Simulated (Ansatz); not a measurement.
This script makes a convergence test of the plane-wave cutoff of CuS, space group F-43m with Ansatz 0.2.0 through its Python package.

`ecut_cus.py`:
```python
# -*- coding: utf-8 -*-
'''Cutoff test for CuS.'''

import warnings

import ansatz as az
from pymatgen.core import Lattice, Structure
from pymatgen.io.ase import AseAtomsAdaptor
from tabulate import tabulate

params = {
    'xc': 'LDA',
    'k_spacing': 0.24,
    'smearing_width': 0.1,
}


def main():
    warnings.simplefilter('ignore', az.DeckWarning)

    pmg_structure = Structure(
        Lattice([(0.0, 2.58003, 2.58003), (2.58003, 0.0, 2.58003), (2.58003, 2.58003, 0.0)]),
        ['Cu', 'S'],
        [
            (0.25, 0.25, 0.25),
            (0.0, 0.0, 0.0),
        ],
    )
    xtal = az.Crystal.from_ase(AseAtomsAdaptor.get_atoms(pmg_structure))

    job = xtal.calculation()
    job = job.functional(params['xc']).kpoints(spacing=params['k_spacing'])
    job = job.occupations(az.OccupationsMethod.FERMI_DIRAC, width=params['smearing_width'])

    rows = []
    for value in [300, 350, 400, 450, 500]:
        data = job.basis(value).run(threads=1).report
        rows.append((value, data['free_energy_ev'] / len(data['lattice']['sites']), data['n_iterations'], data['n_pw']))

    print(tabulate(rows, headers=['cutoff (eV)', 'F/atom (eV)', 'iterations', 'plane waves'], floatfmt='.4f', tablefmt='grid'))

    # the last row is the reference
    for row in rows[:-1]:
        shift = 1000 * (row[1] - rows[-1][1])
        print(f'{row[0]}: {shift:+.2f} meV/atom' + ('  (within 1 meV)' if abs(shift) < 1 else ''))


if __name__ == '__main__':
    main()
```

From which cutoff on is the energy per atom within 1 meV of the last row, and how does it get there?

From 450 eV on it stays within 1 meV an atom of the value at 500 eV; the first row (300 eV) is off by 158.6 meV and the last but one by 0.56 meV. The energy falls steadily, as expected when plane waves are added.

The output:

```console
$ python ecut_cus.py
+---------------+---------------+--------------+---------------+
|   cutoff (eV) |   F/atom (eV) |   iterations |   plane waves |
+===============+===============+==============+===============+
|           300 |    -3712.6997 |            7 |           411 |
+---------------+---------------+--------------+---------------+
|           350 |    -3712.8456 |            7 |           531 |
+---------------+---------------+--------------+---------------+
|           400 |    -3712.8567 |            7 |           609 |
+---------------+---------------+--------------+---------------+
|           450 |    -3712.8577 |            7 |           725 |
+---------------+---------------+--------------+---------------+
|           500 |    -3712.8583 |            7 |           893 |
+---------------+---------------+--------------+---------------+
300: +158.61 meV/atom
350: +12.65 meV/atom
400: +1.60 meV/atom
450: +0.56 meV/atom  (within 1 meV)
```

Spin is left out of this run. For a metal this k-point mesh is coarse: on a finer one energies can move by several to tens of meV an atom and pressures by half a GPa or more, differences at one mesh by less. The structure comes from a database of computed cells and needn't be a stable or known phase. Shifts are counted from the last row, which is itself no proven limit. The script silences the warnings on its input, which a real study should read. Hardware and time: 11 s on 1 thread of Intel(R) Xeon(R) Platinum 8259CL CPU @ 2.50GHz (Skylake/Cascade Lake), with other jobs on the host, peak memory 0.45 GiB.
